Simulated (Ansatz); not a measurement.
# In11As11 wurtzite off sphere (In₁₁As₁₁H₂₈): geometry, orbitals and charge

What does In11As11 wurtzite off sphere (In₁₁As₁₁H₂₈) look like as a singlet, and where do its frontier electrons sit?

Program: Ansatz 0.2.0, Gaussian basis. Level of theory: RKS PBE0-D4/def2-TZVP. These are calculated values, not measurements.

Levels to be run: relaxation at PBE-D4/def2-SVP; a single point at PBE0-D4/def2-TZVP.

1 further run of the same task is left out (set aside as unsound or not needed).

## 1. The system as given

50 atoms, charge 0, spin multiplicity 1.

Atoms are counted from 1 here; the program's logs count them from 0.

Bond lengths: In1–As2 2.626 Å, In1–As5 2.614 Å, In1–H23 1.752 Å, In1–H24 1.739 Å, As2–In7 2.605 Å, As2–H25 1.514 Å, As2–H26 1.547 Å, In3–As4 2.609 Å, In3–As5 2.611 Å, In3–As14 2.625 Å, In3–H27 1.753 Å, As4–In9 2.594 Å, As4–H28 1.525 Å, As4–H29 1.538 Å, As5–In6 2.610 Å, As5–In15 2.629 Å, In6–As8 2.644 Å, In6–As10 2.624 Å and more. Angles: As2–In1–As5 109.8°, As2–In1–H23 109.9°, As2–In1–H24 110.3°, As5–In1–H23 108.5°, As5–In1–H24 109.3°, H23–In1–H24 109.0°, In1–As2–In7 109.5°, In1–As2–H25 109.9°, In1–As2–H26 107.5°, In7–As2–H25 109.8°, In7–As2–H26 110.1°, H25–As2–H26 110.0°, As4–In3–As5 109.6°, As4–In3–As14 109.8°, As4–In3–H27 109.8°, As5–In3–As14 110.0°, As5–In3–H27 108.9°, As14–In3–H27 108.8° and more.

In takes a core potential in the def2 sets. No spin-orbit coupling is included.

The start is a built from a lattice or polyhedron geometry.

## 2. Optimising with PBE-D4/def2-SVP

in.yaml

```yaml
crystal:
  periodic: [false, false, false]
  atoms:
    - {symbol: In, position_ang: [0.433700, -4.688200, 0.165300]}
    - {symbol: As, position_ang: [0.409000, -4.687000, 2.791100]}
    - {symbol: In, position_ang: [0.420500, -2.217900, -3.332900]}
    - {symbol: As, position_ang: [-1.709600, -0.989200, -4.204900]}
    - {symbol: As, position_ang: [0.417500, -2.229000, -0.721500]}
    - {symbol: In, position_ang: [-1.705000, -0.989000, 0.156000]}
    - {symbol: In, position_ang: [0.416800, -2.230400, 3.659200]}
    - {symbol: As, position_ang: [-1.718200, -0.970200, 2.799500]}
    - {symbol: In, position_ang: [-1.754700, 1.456100, -3.341000]}
    - {symbol: As, position_ang: [-1.720400, 1.487600, -0.711000]}
    - {symbol: In, position_ang: [-3.824800, 2.704700, 0.154700]}
    - {symbol: In, position_ang: [-1.683400, 1.494100, 3.669100]}
    - {symbol: As, position_ang: [-3.864300, 2.696700, 2.786900]}
    - {symbol: As, position_ang: [2.572700, -1.008000, -4.223300]}
    - {symbol: In, position_ang: [2.570000, -1.003800, 0.158900]}
    - {symbol: As, position_ang: [2.572500, -0.989100, 2.776800]}
    - {symbol: In, position_ang: [2.579900, 1.497800, -3.333600]}
    - {symbol: As, position_ang: [0.416200, 2.732400, -4.220600]}
    - {symbol: As, position_ang: [2.584200, 1.468300, -0.700600]}
    - {symbol: In, position_ang: [0.428200, 2.702700, 0.155700]}
    - {symbol: In, position_ang: [2.571900, 1.488500, 3.644400]}
    - {symbol: As, position_ang: [0.411900, 2.724400, 2.777400]}
    - {symbol: H, position_ang: [-0.988700, -5.509400, -0.444400]}
    - {symbol: H, position_ang: [1.853000, -5.502400, -0.424100]}
    - {symbol: H, position_ang: [-0.824700, -5.405800, 3.294900]}
    - {symbol: H, position_ang: [1.683000, -5.422300, 3.268900]}
    - {symbol: H, position_ang: [0.426900, -3.873800, -3.906700]}
    - {symbol: H, position_ang: [-2.952200, -1.730600, -3.724300]}
    - {symbol: H, position_ang: [-1.700800, -0.979400, -5.742700]}
    - {symbol: H, position_ang: [-3.134700, -1.803200, -0.412600]}
    - {symbol: H, position_ang: [0.441700, -2.222700, 5.397700]}
    - {symbol: H, position_ang: [-2.959000, -1.690300, 3.257300]}
    - {symbol: H, position_ang: [-3.136800, 2.305100, -3.939700]}
    - {symbol: H, position_ang: [-5.272300, 1.891400, -0.406700]}
    - {symbol: H, position_ang: [-3.858400, 4.371900, -0.401300]}
    - {symbol: H, position_ang: [-1.708300, 1.471300, 5.376400]}
    - {symbol: H, position_ang: [-5.071300, 2.003200, 3.280800]}
    - {symbol: H, position_ang: [-3.854400, 4.151600, 3.303900]}
    - {symbol: H, position_ang: [2.571500, -0.989400, -5.743800]}
    - {symbol: H, position_ang: [3.819200, -1.721600, -3.696400]}
    - {symbol: H, position_ang: [4.014600, -1.832700, -0.456600]}
    - {symbol: H, position_ang: [3.821400, -1.667900, 3.276100]}
    - {symbol: H, position_ang: [3.973000, 2.313500, -3.931000]}
    - {symbol: H, position_ang: [0.420900, 2.716200, -5.725100]}
    - {symbol: H, position_ang: [0.422400, 4.158600, -3.709000]}
    - {symbol: H, position_ang: [3.799400, 2.196100, -0.221900]}
    - {symbol: H, position_ang: [0.428600, 4.345000, -0.436000]}
    - {symbol: H, position_ang: [2.592900, 1.483600, 5.398300]}
    - {symbol: H, position_ang: [3.999400, 2.298300, 3.075700]}
    - {symbol: H, position_ang: [0.434900, 4.158700, 3.273700]}
basis:
  gaussian: {orbitals: def2-SVP, fitting: {mean_field: def2-universal-jkfit}}
hamiltonian: {xc: pbe, dispersion: d4}
scf: {lower_state_search: "off"}
output: {orbitals: {seedname: orbitals}}
relax: {f_tol: 0.03, max_steps: 70}
```

Launch:

```sh
> ansatz run in.yaml --threads 11 --pin off --events-out ev --progress --plain --max-ram 174080MiB --backend cuda --devices 0, --max-vram 75GiB
```

Further steps of the session: Single point, PBE0-D4/def2-TZVP.

Q: Predict the results of all the runs planned. Wanted: point group; commonest bond, hydrogen aside; HOMO, LUMO at PBE0-D4/def2-TZVP; dipole at PBE-D4/def2-SVP.

The runs gave:

| quantity | value |
| --- | --- |
| point group | Cs |
| commonest bond, hydrogen aside | As–In, 30 of mean length 2.692 Å |
| HOMO, LUMO at PBE0-D4/def2-TZVP | -6.50, -1.81 eV |
| dipole at PBE-D4/def2-SVP | 4.54 D |

What this shows: The molecule keeps its bonding pattern by the stored test; the atoms moved 0.23 Å (rms), and the angle H48–In21–H49 went from 109° to 129°. No usable vibrations, so a minimum isn't proven. The HOMO lies nearest to As5, As10 about 20 % each; As19 9 % and the LUMO to In6 7 %. Whether this spin is the lowest isn't tested here. The point group is read from a loosely relaxed geometry; soft torsions can leave it below the true symmetry.
